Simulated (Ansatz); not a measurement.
# V: the cost of one run

Program: Ansatz 0.2.0 through its Python package. Level of theory: DFT PBE, plane waves, PAW. These are calculated values, not measurements.

## (1) Starting point

The structure is cubic, space group Im-3m (No. 229). The conventional cell has a = 3.029 Å, b = 3.029 Å, c = 3.029 Å, α = 90.00°, β = 90.00°, γ = 90.00°. V (site symmetry m-3m) is surrounded by 8 V at 2.62 Å.

No structure file is read: the coordinates are typed or built in the script.

## (2) Script

The input, v_eos.py:

```python
import warnings

import ansatz
import numpy as np
from pymatgen.analysis.eos import EOS

SETTINGS = {
    "xc": "PBE",
    "cutoff": 550,
    "occupations": "Fermi-Dirac",
    "width_ev": 0.05,
    "mesh": (11, 11, 11),
}

VECTORS = np.array([
    [-1.51435, 1.51435, 1.51435],
    [1.51435, -1.51435, 1.51435],
    [1.51435, 1.51435, -1.51435],
])
SITES = [
    ("V", (0.0, 0.0, 0.0), 1.0),
]


def make_crystal(cell):
    crystal = ansatz.Crystal(lattice=ansatz.Lattice.of(cell))
    for symbol, position, moment in SITES:
        crystal = crystal.atom(symbol, position, moment=moment or None)
    return crystal


def main() -> None:
    warnings.simplefilter("ignore", ansatz.DeckWarning)

    volumes, energies = [], []
    for scale in np.linspace(0.9, 1.1, 9):
        cell = VECTORS * scale ** (1 / 3)
        calc = make_crystal(cell).calculation()
        calc = calc.functional(SETTINGS["xc"])
        calc = calc.basis(SETTINGS["cutoff"])
        calc = calc.occupations(SETTINGS["occupations"], width=SETTINGS["width_ev"])
        calc = calc.spin("collinear").kpoints(*SETTINGS["mesh"])
        report = calc.run(threads=1, pin="off").report
        volumes.append(abs(np.linalg.det(cell)) / len(SITES))
        energies.append(report["free_energy_ev"] / len(SITES))
        print(f"V = {volumes[-1]:8.4f} A^3/atom  F = {energies[-1]:.5f} eV/atom")

    for form in ["murnaghan", "vinet"]:
        fit = EOS(eos_name=form).fit(volumes, energies)
        print(f"{form:18s} V0 {fit.v0:8.4f} A^3/atom  B0 {fit.b0_GPa:7.1f} GPa  B1 {fit.b1:5.2f}")


if __name__ == "__main__":
    main()
```

## (3) The input behind the calls

The package turns the script's settings into the engine's input (first run):

```yaml
crystal:
  lattice:
    - [-1.4620888495775355, 1.4620888495775355, 1.4620888495775355]
    - [1.4620888495775355, -1.4620888495775355, 1.4620888495775355]
    - [1.4620888495775355, 1.4620888495775355, -1.4620888495775355]
  atoms:
    - { symbol: V, position: [0.0, 0.0, 0.0], spin: 1.0 }
basis:
  ecutwfc: 550.0
kpoints:
  mp_grid:
    grid: [11, 11, 11]
hamiltonian:
  xc: pbe
magnetization:
  spin_polarized: true
scf:
  occupations:
    method: fermi_dirac
    width: 0.05
```

## (4) Running it

On the command line:

```console
> python v_eos.py
```

**Question.** How long does this script take on 1 thread of Arm Neoverse V1, shared host, and how much memory does it need?

About 25 s, with a peak of 0.44 GiB.
